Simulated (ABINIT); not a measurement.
A run of ABINIT 10.8.3 (patched build) is set up as follows.

Contents of run.abi:

```
pp_dirpath "./"
pseudos "Pt.upf, Mn.upf"

acell 2.8584044518 2.8584044518 6.532504 Angstrom
rprim
     1.0000000000     0.0000000000     0.0000000000
    -0.5000000000     0.8660254038     0.0000000000
     0.0000000000     0.0000000000     1.0000000000
ntypat 2
znucl 78 25
natom 3
typat 1 1 2
xred
     0.6666666667     0.3333333333     0.3162060000
     0.3333333333     0.6666666667     0.6837940000
     0.0000000000     0.0000000000     0.0000000000

ecut 46.0

kptopt 1
ngkpt 8 8 3
nshiftk 1
shiftk 0.0 0.0 0.0

ixc 11

nband 32
occopt 3
tsmear 0.00183747

nsppol 2
spinat
     0.0000000000     0.0000000000     0.0000000000
     0.0000000000     0.0000000000     0.0000000000
     0.0000000000     0.0000000000     4.0000000000

nstep 100
tolvrs 1.0e-10

iomode 3
prtwf 0
prteig 0
prtebands 0
prtvol 2
prtden 1
prtvha 1
prtvclmb 1
prtpot 1
```

Potentials or basis: PseudoDojo NC SR PBE v0.4.1 standard.

Launch:

```bash
$ mpirun --bind-to none -np 4 abinit run.abi > log 2>&1
```

Predict the pressure.

-0.5 GPa.

Predict the band gap on the k mesh.

none (metal or under the smearing width).

Predict the largest force.

0.040 eV/Å.

Stress tensor (GPa, compression positive):
```
-0.40  0.00  0.00
 0.00 -0.40  0.00
 0.00  0.00 -0.70
```

Spin-orbit coupling is left out, which matters for the levels of Pt.
